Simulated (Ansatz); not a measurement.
# AlClFH6N: the cost of one run

Method: RKS PBE-D4/6-31G*, in Ansatz 0.2.0.

## Step 1: The structure to begin with

Bond lengths: Al1–Cl2 2.601 Å, Al1–H3 1.531 Å, Al1–H4 1.532 Å, Al1–F6 2.110 Å, N8–H9 1.007 Å, N8–H10 1.007 Å. Angles: Cl2–Al1–H3 109.5°, Cl2–Al1–H4 110.6°, Cl2–Al1–F6 90.6°, H3–Al1–H4 123.1°, H3–Al1–F6 108.4°, H4–Al1–F6 109.8°, H9–N8–H10 112.2°.

As a file:

```xyz
10

Al   -1.0332    0.5439   -1.6439
Cl    0.3556   -1.6094   -1.1996
H    -0.2662    1.4594   -2.6019
H    -2.5156    0.2022   -1.8219
H     0.0565    0.5710    1.0417
F    -0.6842    1.2043    0.3290
H     0.8183   -1.0956    0.4144
N     0.8871   -0.3565    1.5199
H     0.5477   -0.8792    2.3106
H     1.8341   -0.0401    1.6517
```

## Step 2: Pulling towards end A

Springs on the bonds that form and break draw the guess towards this end; the thresholds are loose.

The input, input.yaml:

```yaml
crystal:
  periodic: [false, false, false]
  atoms:
    - { symbol: Al, position_ang: [-1.0332, 0.5439, -1.6439] }
    - { symbol: Cl, position_ang: [0.3556, -1.6094, -1.1996] }
    - { symbol: H, position_ang: [-0.2662, 1.4594, -2.6019] }
    - { symbol: H, position_ang: [-2.5156, 0.2022, -1.8219] }
    - { symbol: H, position_ang: [0.0565, 0.571, 1.0417] }
    - { symbol: F, position_ang: [-0.6842, 1.2043, 0.329] }
    - { symbol: H, position_ang: [0.8183, -1.0956, 0.4144] }
    - { symbol: "N", position_ang: [0.8871, -0.3565, 1.5199] }
    - { symbol: H, position_ang: [0.5477, -0.8792, 2.3106] }
    - { symbol: H, position_ang: [1.8341, -0.0401, 1.6517] }
basis:
  gaussian: { orbitals: "6-31G*" }
hamiltonian:
  xc: pbe
  dispersion: d4
relax:
  f_tol: 0.15
  max_steps: 25
  restrain:
    - { distance: [0, 5], at: 3.08, k: 30.0 }
    - { distance: [4, 7], at: 2.32, k: 30.0 }
    - { distance: [6, 1], at: 2.63, k: 30.0 }
    - { distance: [0, 1], at: 2.23, k: 30.0 }
    - { distance: [4, 5], at: 0.88, k: 30.0 }
    - { distance: [6, 7], at: 1.02, k: 30.0 }
```

On the command line:

```sh
$ ansatz run input.yaml --threads 2 --pin off --max-ram 3072MiB --backend cpu --events-out ev --progress --plain --runs-dir out
```

Q: Estimate wall time and peak memory on 2 threads of Arm Neoverse V1, shared host.

About 16 s, with a peak of 0.15 GiB.
